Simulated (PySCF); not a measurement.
# C5H3F3S: the cost of one run

Programs: PySCF 2.14.0, with routines of our own; each step states its level. All values are computed. Atoms count from 0.

### 1 The system as given

12 atoms, charge 0, multiplicity 1; geometry from: GFN2-xTB.

### 2 Optimising the geometry at PBE0-D3(BJ)/def2-SVP

What the job is given:

```
{"job": {"xc": "PBE0", "basis": "def2-SVP", "d3": "d3bj", "grid": 2, "kind": "geom"}, "charge": 0, "multiplicity": 1}
F     -2.298828     0.943033     1.302177
C     -1.923052     0.246149     0.213300
F     -2.551707     0.824195    -0.827348
F     -2.455492    -0.977493     0.345211
C     -0.448587     0.190486     0.040934
C      0.333436    -0.927160     0.011648
C      1.695797    -0.614705    -0.169182
C      1.913993     0.722462    -0.272445
S      0.471019     1.639302    -0.152260
H     -0.054960    -1.923963     0.114915
H      2.473103    -1.354599    -0.219407
H      2.846478     1.231607    -0.413568
```

Run with:

```bash
OMP_NUM_THREADS=1 python excited_run.py task.json out
```

This one command runs all jobs of the session in turn.

**Question.** How long does this first job take on 1 thread of Arm Neoverse V1, shared host, and how much memory does it need?

About 67 s, with a peak of 0.72 GiB.
